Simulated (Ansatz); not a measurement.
# C2H6BNO2: comparison of dispersion corrections from a Python script

Aim: a comparison of dispersion corrections, for C2H6BNO2, run from a script. SMILES: N=COCBO.

Computed with Ansatz 0.2.0 through its Python package. The levels of theory stand in the script.

### 1 Starting point

Bond lengths: N1–C2 1.227 Å, C2–O3 1.384 Å, O3–C4 1.425 Å, C4–B5 1.544 Å, B5–O6 1.448 Å, N1–H7 1.070 Å, C2–H8 1.073 Å, C4–H9 1.111 Å, C4–H10 1.161 Å, B5–H11 1.192 Å, O6–H12 0.979 Å. Angles (14 of 15 angles, heavy atoms first): N1–C2–O3 119.7°, C2–O3–C4 127.3°, O3–C4–B5 113.6°, C4–B5–O6 120.2°, N1–C2–H8 121.6°, O3–C2–H8 118.6°, C2–N1–H7 122.2°, O3–C4–H9 107.8°, O3–C4–H10 103.3°, B5–C4–H9 114.6°, B5–C4–H10 109.2°, C4–B5–H11 117.5°, O6–B5–H11 122.1°, B5–O6–H12 103.1°.

No structure file is read: the coordinates are typed or built in the script.

### 2 The code

The input, c2h6bno2.py:

```python
import logging
import sys
import warnings

import ansatz as az

logging.basicConfig(stream=sys.stdout, format="%(levelname)s:%(name)s:%(message)s")
logger = logging.getLogger("run")
logger.setLevel(logging.INFO)

warnings.simplefilter("ignore", az.DeckWarning)

system = (
    az.Crystal.molecule()
    .atom("N", (-1.8401, 0.9073, 1.3697))
    .atom("C", (-0.933, 0.1974, 1.7923))
    .atom("O", (0.0584, -0.235, 0.9291))
    .atom("C", (0.2241, 0.1174, -0.4413))
    .atom("B", (1.4357, -0.5645, -1.1128))
    .atom("O", (1.719, -0.332, -2.5132))
    .atom("H", (-2.6196, 1.2758, 2.0041))
    .atom("H", (-0.8724, -0.0825, 2.8265))
    .atom("H", (0.2207, 1.2266, -0.5089))
    .atom("H", (-0.754, -0.2664, -0.936))
    .atom("H", (2.158, -1.2121, -0.4193))
    .atom("H", (1.2803, -1.0873, -2.956))
)

setup = system.calculation().basis(gaussian="def2-SVP")
for name in ["revpbe", "pbe"]:
    for correction in ("d3bj", "d4"):
        rep = setup.functional(name, dispersion=correction).run(threads=1).report
        logger.info(f"{name:8s} {correction:5s} total {rep['free_energy_ev']:.5f} eV, of which dispersion {1000 * rep['dispersion']['energy']['ev']:.2f} meV")
```

### 3 The calls as engine input

The engine receives this input (first run):

```yaml
crystal:
  periodic: [false, false, false]
  atoms:
    - { symbol: "N", position_ang: [-1.8401, 0.9073, 1.3697] }
    - { symbol: C, position_ang: [-0.933, 0.1974, 1.7923] }
    - { symbol: O, position_ang: [0.0584, -0.235, 0.9291] }
    - { symbol: C, position_ang: [0.2241, 0.1174, -0.4413] }
    - { symbol: B, position_ang: [1.4357, -0.5645, -1.1128] }
    - { symbol: O, position_ang: [1.719, -0.332, -2.5132] }
    - { symbol: H, position_ang: [-2.6196, 1.2758, 2.0041] }
    - { symbol: H, position_ang: [-0.8724, -0.0825, 2.8265] }
    - { symbol: H, position_ang: [0.2207, 1.2266, -0.5089] }
    - { symbol: H, position_ang: [-0.754, -0.2664, -0.936] }
    - { symbol: H, position_ang: [2.158, -1.2121, -0.4193] }
    - { symbol: H, position_ang: [1.2803, -1.0873, -2.956] }
basis:
  gaussian:
    orbitals: def2-SVP
hamiltonian:
  xc: revpbe
  dispersion: d3bj
```

### 4 The run

Launch:

```sh
$ python c2h6bno2.py
```

The program printed:

```text
INFO:run:revpbe   d3bj  total -8423.11218 eV, of which dispersion -532.65 meV
INFO:run:revpbe   d4    total -8423.26479 eV, of which dispersion -685.26 meV
INFO:run:pbe      d3bj  total -8415.29964 eV, of which dispersion -206.73 meV
INFO:run:pbe      d4    total -8415.29073 eV, of which dispersion -197.82 meV
```

Run time: 11 s. Hardware: 1 thread of Arm Neoverse V2, shared host; peak memory 0.2 GiB.

### 5 What changed from run to run

The engine's inputs for the other runs:

Run 2, against run 1:

```diff
@@ -21 +21 @@
-  dispersion: d3bj
+  dispersion: d4
```

Run 3, against run 1:

```diff
@@ -20 +20 @@
-  xc: revpbe
+  xc: pbe
```

Run 4, against run 1:

```diff
@@ -20,2 +20,2 @@
-  xc: revpbe
-  dispersion: d3bj
+  xc: pbe
+  dispersion: d4
```

### 6 The runs side by side

The 4 runs, in the order started:

| run | functional | dispersion | energy (eV) | SCF cycles | CPU time (s) |
| --- | --- | --- | --- | --- | --- |
| 1 | revpbe | d3bj | -8423.1122 | 19 | 2.7 |
| 2 | revpbe | d4 | -8423.2648 | 19 | 2.7 |
| 3 | pbe | d3bj | -8415.2996 | 19 | 2.7 |
| 4 | pbe | d4 | -8415.2907 | 19 | 2.7 |

Totals hang on method, basis and potentials, so only like runs compare.

### 7 Outcome

```
         quantity                   value
dispersion energy  -685.26 to -197.82 meV
    runs compared                       4
```

What this shows: The dispersion term depends on the functional it is damped for, so it isn't a property of the molecule alone. All 4 runs converged. The geometry is a force-field or estimated start, not a minimum of this method, and the basis set is short of its limit. D4 holds the three-body term, and d3bj doesn't.
